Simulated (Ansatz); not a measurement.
Below is the output of a Python script on Ansatz 0.2.0 through its Python package that makes a convergence test of the k-point mesh of MnIr, space group R-3m. Write a script that gives it. Settings (first run): r2SCAN, PAW, the default cutoff (500 eV here), 3×3×3 k-points, Fermi-Dirac smearing of 0.1 eV, collinear spin. The script varies spacing (1/A): 1.0, 0.6, 0.4, 0.3.

`mnir.extxyz`
```text
2
Lattice="1.32459671 0.76475627 4.23986142 -1.32459671 0.76475627 4.23986142 0.0 -1.52951253 4.23986142" Properties=species:S:1:pos:R:3:initial_magmoms:R:1 pbc="T T T"
Mn    0.00000000   -0.00000000    6.35979213  5.20
Ir    0.00000000    0.00000000    0.00000000  0.00
```

```console
$ python kconv_mnir.py
DeckWarning: basis.ecutwfc = 500 eV, auto-derived from the records' recommended cutoffs: set by Mn (their level for a meta-GGA)
DeckWarning: where an SCF of this run starts from atoms to list the orders of its open shells, Mn (site 0, from 0) starts with 5.00 μB on its 3d shell, in the place of the 5.20 μB that the deck gives it: its open shells can hold no more by Hund's first rule. To start from spheres of the given moment, type scf.initial_density.shell_occupations: []
 spacing (1/A)  F/atom (eV)  iterations  moment (muB)  k-points
           1.0  -7926.07597          20       4.05193         6
           0.6  -7926.43761          16       3.53567        19
           0.4  -7926.49548          15       3.29686        44
           0.3  -7926.47994          15       3.34812       116
1.0: +403.97 meV/atom
0.6: +42.33 meV/atom
0.4: -15.54 meV/atom
```
(Warnings from the package without file and line.)

One script that gives this output:

Script `kconv_mnir.py`:
```python
import ansatz as az
import pandas as pd

structure = az.Crystal.from_extxyz('mnir.extxyz')

base = structure.calculation()
base = base.functional('r2SCAN')
base = base.occupations(az.OccupationsMethod.FERMI_DIRAC, width=0.1)
base = base.spin(az.SpinTreatment.COLLINEAR)

rows = []
for value in [1.0, 0.6, 0.4, 0.3]:
    r = base.kpoints(spacing=value).run(threads=1).report
    rows.append((value, r['free_energy_ev'] / len(r['lattice']['sites']), r['n_iterations'], r['magnetization_mub'], r['n_kpoints']))

table = pd.DataFrame(rows, columns=['spacing (1/A)', 'F/atom (eV)', 'iterations', 'moment (muB)', 'k-points'])
print(table.round(5).to_string(index=False))

for row in rows[:-1]:
    shift = 1000 * (row[1] - rows[-1][1])
    print(f'{row[0]}: {shift:+.2f} meV/atom' + ('  (within 2 meV)' if abs(shift) < 2 else ''))
```

What to keep in mind:
- Other magnetic orders than the one started from may lie lower.
- Spin-orbit coupling, which matters for elements this heavy, is left out.
- r2SCAN tends to overestimate the moments of itinerant magnets.
- This cell is a computed structure, which may not be the phase found in nature.
- Shifts are counted from the finest mesh, which is itself no proven limit.
- Finished in 69 s on 1 thread of Arm Neoverse V1, on a shared host, peak memory 0.59 GiB.
